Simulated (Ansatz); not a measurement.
# FH₃SSiSn: up Jacob's ladder to CCSD(T)

One table from this session's results is given with a row withheld; the runs are named, their logs left out.

Program: Ansatz 0.2.0, Gaussian basis. Level of theory: functionals in def2-TZVPP, the program's frozen cores in correlated methods. These are calculated values, not measurements.

The runs, in order: LDA (SPW92), PBE-D4, revPBE-D4, BLYP-D4, r2SCAN-D4, B97M-V, PBE0-D4, B3LYP-D4, r2SCANh-D4, r2SCAN0-D4, HSE06-D4, BHLYP-D4, CAM-B3LYP-D4, LC-ωPBE, ωB97X-V, ωB97M-V, B2PLYP, PBE-QIDH; CCSD(T)/def2-SVP; CCSD(T)/def2-TZVPP; MP2/def2-QZVPP; extrapolation to the limit; RPA on PBE.

1 further run of the same task is left out (for a known fault of the program).

## Structure used throughout

All runs share one geometry, relaxed beforehand with PBE0-D4 in a triple-zeta def2 set. Sn takes the def2 core potential; no spin-orbit term is included.

SMILES `F[SiH]1[S][SnH2]1`, 7 atoms, charge 0, spin multiplicity 1.

Atoms are counted from 1 here; the program's logs count them from 0.

Bond lengths: F1–Si2 1.594 Å, Si2–S3 2.077 Å, Si2–Sn4 2.475 Å, Si2–H5 1.477 Å, S3–Sn4 2.536 Å, Sn4–H6 1.701 Å, Sn4–H7 1.702 Å. Angles: F1–Si2–S3 118.0°, F1–Si2–Sn4 119.2°, F1–Si2–H5 106.1°, S3–Si2–Sn4 67.0°, S3–Si2–H5 119.6°, Sn4–Si2–H5 123.3°, Si2–S3–Sn4 64.0°, Si2–Sn4–S3 49.0°, Si2–Sn4–H6 123.1°, Si2–Sn4–H7 125.1°, S3–Sn4–H6 107.5°, S3–Sn4–H7 108.1°, H6–Sn4–H7 110.9°.

Set-up of the first run:

The input, in.yaml:

```yaml
crystal:
  periodic: [false, false, false]
  atoms:
    - {symbol: F, position_ang: [0.194923, -1.436700, 1.994103]}
    - {symbol: Si, position_ang: [0.477301, -1.047247, 0.474257]}
    - {symbol: S, position_ang: [-1.116544, -1.095932, -0.856445]}
    - {symbol: Sn, position_ang: [-0.171993, 1.199200, -0.336928]}
    - {symbol: H, position_ang: [1.749745, -1.704559, 0.111548]}
    - {symbol: H, position_ang: [-1.419779, 2.117249, 0.366513]}
    - {symbol: H, position_ang: [0.347546, 1.899889, -1.798848]}
basis:
  gaussian: {orbitals: def2-TZVPP}
hamiltonian: {xc: lda}
output: {orbitals: {seedname: orbitals}}
```

Command:

```bash
ansatz run in.yaml --threads 2 --pin off --events-out ev --progress --plain --max-ram 4352MiB
```

Among the steps run: LDA; PBE-D4 (GGA); revPBE-D4 (GGA); BLYP-D4 (GGA); r2SCAN-D4 (meta-GGA); B97M-V (meta-GGA); B3LYP-D4 (hybrid); r2SCANh-D4 (hybrid); r2SCAN0-D4 (hybrid); HSE06-D4 (hybrid); BHLYP-D4 (hybrid); CAM-B3LYP-D4 (range-separated); LC-ωPBE (range-separated); ωB97X-V (range-separated); ωB97M-V (range-separated); B2PLYP (double hybrid); PBE-QIDH (double hybrid).

One table of the session follows, with a row left open; its other results are not shown here.

It belongs to the step «Orbital energies across the functionals». 

| functional | HOMO (eV) | LUMO (eV) | gap (eV) |
| --- | --- | --- | --- |
| LDA (SPW92) | -6.28 | -2.44 | 3.83 |
| PBE-D4 | -6.13 | -2.25 | 3.88 |
| revPBE-D4 | -6.08 | -2.17 | 3.91 |
| BLYP-D4 | -5.98 | -2.17 | 3.80 |
| r2SCAN-D4 | -6.36 | -2.07 | 4.29 |
| B97M-V | -6.37 | -2.16 | 4.21 |
| PBE0-D4 | -7.09 | -1.54 | 5.55 |
| B3LYP-D4 | -6.91 | -1.77 | 5.14 |
| r2SCANh-D4 | -6.71 | -1.81 | 4.90 |
| r2SCAN0-D4 | -7.24 | -1.43 | 5.81 |
| HSE06-D4 | ? | ? | ? |
| BHLYP-D4 | -7.92 | -0.80 | 7.12 |
| CAM-B3LYP-D4 | -8.23 | -0.64 | 7.59 |
| LC-ωPBE | -9.43 | 0.41 | 9.84 |
| ωB97X-V | -9.14 | 0.32 | 9.46 |
| ωB97M-V | -8.99 | 0.12 | 9.11 |

Q: Estimate the row for HSE06-D4 from the others.

As computed: HOMO (eV): -6.71; LUMO (eV): -1.90; gap (eV): 4.81.
